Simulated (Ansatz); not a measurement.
# CrO2: the cost of one run

Method: DFT PBE+U (U_eff = 3.7 eV on Cr 3d), scalar-relativistic, plane waves, PAW, in Ansatz 0.2.0.

These runs use a low cutoff (300 eV) and a coarse mesh on purpose, to show what cheap settings give: their numbers aren't properties of the material.

## Step 1: The structure to begin with

The structure is tetragonal, space group P4_2/mnm (No. 136). Conventional cell: a = 4.467 Å, b = 4.467 Å, c = 2.950 Å, α = 90.00°, β = 90.00°, γ = 90.00°. Around Cr (site symmetry mmm) lie 6 O at 1.92 to 1.93 Å. O (site symmetry m2m) is surrounded by 3 Cr at 1.92 to 1.93 Å.

As a file:

```
Cr O
1.0
     4.46689    0.00000    0.00000
     0.00000    4.46689    0.00000
     0.00000    0.00000    2.95009
Cr O
2 4
Direct
  0.00000 0.00000 0.00000
  0.50000 0.50000 0.50000
  0.30333 0.30333 0.00000
  0.19667 0.80333 0.50000
  0.69667 0.69667 0.00000
  0.80333 0.19667 0.50000
```

This cell comes from an earlier session at PBE+U (U_eff = 3.7 eV on Cr 3d): 9.811 Å³/atom at 0.00 GPa, on a 4×4×6 mesh.

Volume factors to run: 0.980, 1.020, 0.960, 1.040.

## Step 2: Volume × 0.980

Input file input.yaml:

```yaml
crystal:
  lattice:
    - [4.4369146629, 0.0, 0.0]
    - [0.0, 4.4369146629, 0.0]
    - [0.0, 0.0, 2.9302945423]
  atoms:
    - { symbol: Cr, position: [0.0, 0.0, 0.0], spin: 2.28 }
    - { symbol: Cr, position: [0.5, 0.5, 0.5], spin: 2.28 }
    - { symbol: O, position: [0.3033257668, 0.3033257668, 0.0] }
    - { symbol: O, position: [0.1966742332, 0.8033257668, 0.5] }
    - { symbol: O, position: [0.6966742332, 0.6966742332, 0.0] }
    - { symbol: O, position: [0.8033257668, 0.1966742332, 0.5] }
basis:
  ecutwfc: 300
  ecutrho_ratio: 4
kpoints:
  mp_grid: { grid: [4, 4, 6] }
hamiltonian:
  xc: pbe
  hubbard:
    sites:
      - { species: Cr, l: d, u_eff: 3.7, starting_ns: start.occupation_matrices }
    ns_hold: { iters: 6 }
scf:
  occupations: { method: gaussian, width: 0.05 }
  lower_state_search: "off"
output:
  forces: true
  stress: true
  eigenvalues: true
  populations: true
magnetization:
  spin_polarized: true
relax:
  f_tol: 0.01
  max_steps: 40
  cell: { stress_tol: 0.1, fix: [volume] }
```

start.occupation_matrices holds the open shells' occupation matrices from the neighbouring geometry.

On the command line:

```sh
$ ansatz run input.yaml --threads 2 --pin off --max-ram 5120MiB --backend cpu --events-out ev --progress --plain --runs-dir out
```

What time and memory should one allow on 2 threads of Arm Neoverse V1, shared host?

About 20 s, with a peak of 0.37 GiB.
